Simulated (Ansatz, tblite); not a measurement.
# [VO2F2]-: one state, many levels

An exercise on one series of results from a longer session: the logs are not shown, and one member is left open.

Program: Ansatz 0.2.0, Gaussian basis. Level of theory: as each input shows. These are calculated values, not measurements.

Plan: GFN1-xTB, GFN2-xTB, PBE-D4/def2-TZVPD, r2SCAN-D4/def2-TZVPD, B97M-V/def2-TZVPD, B2PLYP/def2-TZVPD, HF/def2-TZVPD, CAM-B3LYP-D4/def2-TZVPD, LC-ωPBE/def2-TZVPD, LDA/def2-TZVPD, revPBE-D4/def2-TZVPD, PBE-D4/def2-SVPD, PBE0-D4/def2-SVPD, HF/6-31G, B3LYP-D4/6-31G, CCSD(T)/def2-TZVPD, RPA/def2-TZVPD.

### The relaxed structure

The geometry is that of the singlet, from an earlier relaxation (PBE-D4/def2-SVPD).

5 atoms, charge -1, spin multiplicity 1.

Bond lengths: V1–O2 1.624 Å, V1–O3 1.624 Å, V1–F4 1.816 Å, V1–F5 1.816 Å. Angles: O2–V1–O3 109.0°, O2–V1–F4 110.0°, O2–V1–F5 110.0°, O3–V1–F4 110.0°, O3–V1–F5 110.0°, F4–V1–F5 107.9°.

Formally the metal is d0. No spin-orbit coupling is included. The ion is computed in the gas phase, without counter-ions or solvent.

PBE0-D4/def2-TZVPD was run before; its log isn't repeated, and its numbers join the tables.

Set-up of the first run:

Tight binding, by tblite at 300 K electronic temperature and without a spin-polarisation term:

```python
tblite.interface.Calculator('GFN1-xTB', numbers, positions, charge=-1, uhf=0).singlepoint()
```

Tight binding, by tblite at 300 K electronic temperature and without a spin-polarisation term:

```python
tblite.interface.Calculator('GFN2-xTB', numbers, positions, charge=-1, uhf=0).singlepoint()
```

start.molden holds the orbitals of an earlier run on this state, given as this run's starting guess.

in.yaml reads:

```yaml
crystal:
  periodic: [false, false, false]
  atoms:
    - {symbol: V, position_ang: [0.041117, -0.000196, 0.028699]}
    - {symbol: O, position_ang: [0.057185, -0.016181, 1.652928]}
    - {symbol: O, position_ang: [1.571376, 0.008474, -0.516156]}
    - {symbol: F, position_ang: [-0.837997, 1.472262, -0.568254]}
    - {symbol: F, position_ang: [-0.831690, -1.464359, -0.597217]}
basis:
  gaussian: {orbitals: def2-TZVPD, initial_orbitals: start.molden}
total_charge: -1
hamiltonian: {xc: pbe, dispersion: d4}
scf: {omitted_lower_state_checks: [starts]}
output: {orbitals: {seedname: orbitals}}
```

On the command line:

```console
> ansatz run in.yaml --threads 4 --pin off --events-out ev --progress --plain --max-ram 3916MiB
```

Among the steps run: PBE-D4/def2-TZVPD; r2SCAN-D4/def2-TZVPD; B97M-V/def2-TZVPD; B2PLYP/def2-TZVPD; HF/def2-TZVPD; CAM-B3LYP-D4/def2-TZVPD; LC-ωPBE/def2-TZVPD; LDA/def2-TZVPD; revPBE-D4/def2-TZVPD; PBE-D4/def2-SVPD; PBE0-D4/def2-SVPD; HF/6-31G; B3LYP-D4/6-31G; CCSD(T)/def2-TZVPD; RPA/def2-TZVPD.

One of the session's tables, all rows but one given; the rest of the session is left out.

```
                  level  HOMO (eV)  LUMO (eV)  gap (eV)
               HF/6-31G      -7.34       6.48     13.83
          HF/def2-TZVPD      -7.35       4.69     12.04
         LDA/def2-TZVPD      -1.85       1.59      3.44
       PBE-D4/def2-SVPD      -1.72       1.74      3.46
      PBE-D4/def2-TZVPD      -1.60       1.90      3.50
   revPBE-D4/def2-TZVPD      -1.51       2.01      3.52
   r2SCAN-D4/def2-TZVPD          ?          ?         ?
      B97M-V/def2-TZVPD      -2.03       1.84      3.88
         B3LYP-D4/6-31G      -2.42       2.94      5.36
      PBE0-D4/def2-SVPD      -3.37       2.59      5.96
     PBE0-D4/def2-TZVPD      -3.22       2.81      6.03
CAM-B3LYP-D4/def2-TZVPD      -4.73       3.85      8.58
     LC-ωPBE/def2-TZVPD      -5.99       4.68     10.67
```

**Question.** Estimate the row for r2SCAN-D4/def2-TZVPD.

As computed: HOMO (eV): -1.93; LUMO (eV): 1.91; gap (eV): 3.84. In the column «HOMO (eV)» it lies between B97M-V/def2-TZVPD (-2.03) and LDA/def2-TZVPD (-1.85).
